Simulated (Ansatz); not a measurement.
# C2H4FSi: harmonic frequencies at the relaxed geometry, by script

Aim: harmonic frequencies at the relaxed geometry, for C2H4FSi, run from a script.

All numbers are computed with the Python package of Ansatz 0.2.0. Level of theory: r2SCAN+D4/def2-SVP.

### 1 Starting point

Bond lengths: C1–C2 1.289 Å, C2–Si3 1.798 Å, Si3–F4 1.528 Å, C1–H5 1.084 Å, C2–H6 1.078 Å, Si3–H7 1.496 Å, Si3–H8 1.539 Å. Angles: C1–C2–Si3 119.4°, C1–C2–H6 123.3°, Si3–C2–H6 117.3°, C2–C1–H5 173.2°, C2–Si3–F4 110.9°, C2–Si3–H7 112.2°, C2–Si3–H8 110.3°, F4–Si3–H7 109.6°, F4–Si3–H8 108.1°, H7–Si3–H8 105.5°.

The script holds or builds the structure itself.

### 2 Script

Contents of freq_c2h4fsi.py:

```python
"""Vibrations and zero-point energy of C2H4FSi."""

import itertools
import warnings

import ansatz as az
from ase import Atoms
from ase.data import atomic_numbers, covalent_radii
from ase.thermochemistry import IdealGasThermo
import numpy as np


def main() -> None:
    warnings.simplefilter("ignore", az.DeckWarning)

    geometry_ang = [
        ("C", (0.0913, 1.6545, -0.1388)),
        ("C", (-0.6013, 0.5824, 0.0396)),
        ("Si", (0.2241, -1.0147, 0.0238)),
        ("F", (-0.7673, -2.1445, 0.2988)),
        ("H", (0.5631, 2.6124, -0.3244)),
        ("H", (-1.6665, 0.587, 0.2074)),
        ("H", (0.9319, -1.272, -1.2692)),
        ("H", (1.3168, -1.0622, 1.107)),
    ]
    system = az.Crystal.molecule()
    for symbol, xyz in geometry_ang:
        system = system.atom(symbol, xyz)

    calc = (
        system.calculation()
        .basis(gaussian="def2-SVP")
        .functional("r2SCAN", dispersion="d4")
        .spin("collinear", total=1)  # spin-polarised run
    )
    symbols = [site.symbol for site in system.cartesian_sites]
    start = np.array([site.position_ang for site in system.cartesian_sites], dtype=float)
    def progress(event):
        if event["event"] == "relax_step":
            row = event["data"]
            print(f"step {row['step']:3d}  E = {row['lagrangian_ev']:.6f} eV  largest force component {row['allowed_force_max_ev_ang']:.4f} eV/A")


    data = calc.relax(force_tolerance=0.003, max_steps=100).session().plan().execute(on_event=progress).report
    end = np.array(data["positions_ang"])

    # pairs closer than 1.2 times the sum of covalent radii, before or after
    radius = [covalent_radii[atomic_numbers[s]] for s in symbols]
    span = lambda where, i, j: np.linalg.norm(where[i] - where[j])
    bonded = [(i, j) for i, j in itertools.combinations(range(len(symbols)), 2) if min(span(start, i, j), span(end, i, j)) < 1.2 * (radius[i] + radius[j])]
    print("pair        before    after (A)")
    for i, j in bonded:
        print(f"{symbols[i]}{i}-{symbols[j]}{j}".ljust(10), f"{span(start, i, j):8.4f} {span(end, i, j):8.4f}")
    for first, second in list(itertools.combinations(bonded, 2)):
        shared = set(first) & set(second)
        if shared and symbols[(j := shared.pop())] != "H":
            i, k = sorted((set(first) | set(second)) - {j})
            u, v = end[i] - end[j], end[k] - end[j]
            angle = np.degrees(np.arccos(np.clip(u @ v / np.linalg.norm(u) / np.linalg.norm(v), -1, 1)))
            print(f"final angle {symbols[i]}{i}-{symbols[j]}{j}-{symbols[k]}{k}: {angle:.2f} deg")

    # frequencies need a stationary point, so they are taken at the relaxed geometry
    minimum = az.Crystal.molecule()
    for symbol, place in zip(symbols, end):
        minimum = minimum.atom(symbol, place.tolist())
    vibrating = minimum.calculation()
    vibrating = vibrating.basis(gaussian="def2-SVP")
    vibrating = vibrating.functional("r2SCAN", dispersion="d4")
    vibrating = vibrating.spin("collinear", total=1)
    vibrating = vibrating.phonons(temperatures=(298.15, 498.15, 100))
    vib = vibrating.run(threads=1).report["vibrations"]
    sums = vib["harmonic_sums"]
    modes = [m["omega_inv_cm"] for m in sums["modes_at_gamma"] if m["rigid_motion"] == "no"]
    print("frequencies (1/cm):", " ".join(f"{w:.0f}" for w in modes))
    print("imaginary modes:", sum(w < 0 for w in modes), " zero-point energy:", round(sums["zero_point_energy_ev"], 4), "eV")
    # rigid rotor and ideal gas, symmetry number taken as one
    gas = IdealGasThermo(vib_energies=[w / 8065.544 for w in modes if w > 0], geometry="linear" if len(modes) == 3 * len(symbols) - 5 else "nonlinear",
                         atoms=Atoms(symbols, positions=end), symmetrynumber=1, spin=0.5)
    print(f"H(298 K) - E = {gas.get_enthalpy(298.15, verbose=False):.4f} eV")
    print(f"S(298 K, 1 bar) = {96485.33 * gas.get_entropy(298.15, 1e5, verbose=False):.1f} J/(mol K) with symmetry number 1")


if __name__ == "__main__":
    main()
```

### 3 The input behind the calls

The package turns the script's settings into the engine's input (first run):

```yaml
crystal:
  periodic: [false, false, false]
  atoms:
    - { symbol: C, position_ang: [0.0913, 1.6545, -0.1388] }
    - { symbol: C, position_ang: [-0.6013, 0.5824, 0.0396] }
    - { symbol: Si, position_ang: [0.2241, -1.0147, 0.0238] }
    - { symbol: F, position_ang: [-0.7673, -2.1445, 0.2988] }
    - { symbol: H, position_ang: [0.5631, 2.6124, -0.3244] }
    - { symbol: H, position_ang: [-1.6665, 0.587, 0.2074] }
    - { symbol: H, position_ang: [0.9319, -1.272, -1.2692] }
    - { symbol: H, position_ang: [1.3168, -1.0622, 1.107] }
basis:
  gaussian:
    orbitals: def2-SVP
hamiltonian:
  xc: r2scan
  dispersion: d4
magnetization:
  spin_polarized: true
  initial_magnetization: 1.0
relax:
  f_tol: 0.003
  max_steps: 100
```

### 4 Running it

Launch:

```console
$ python freq_c2h4fsi.py
```

Without the output at hand: what should come out? Wanted: moves of the relaxation of run 1; energy gained in run 1; last largest force component of run 1; highest frequency; imaginary modes; zero-point energy.

As calculated:

| quantity | value |
| --- | --- |
| runs compared | 2 |
| moves of the relaxation of run 1 | 17 |
| energy gained in run 1 | 0.545 eV |
| last largest force component of run 1 | 0.0007 eV/Å |
| highest frequency | 3229 cm⁻¹ |
| imaginary modes | 0 |
| zero-point energy | 1.310 eV |

Run 1: After 17 moves the largest shift is 1.074 Å, of atom 6 (H). So large a move can change the bonding: the results belong to the relaxed structure. All frequencies are real, so the geometry is a minimum. The values are harmonic; measured fundamentals also hold anharmonic shifts, mostly downward for stretches. Reading the output:
- The frequencies are harmonic and unscaled, in a modest basis.
- The run takes the species as open-shell (spin multiplicity 2), which needn't be its ground state.
- The entropy takes a symmetry number of 1; a symmetric molecule's is lower by R ln(sigma).
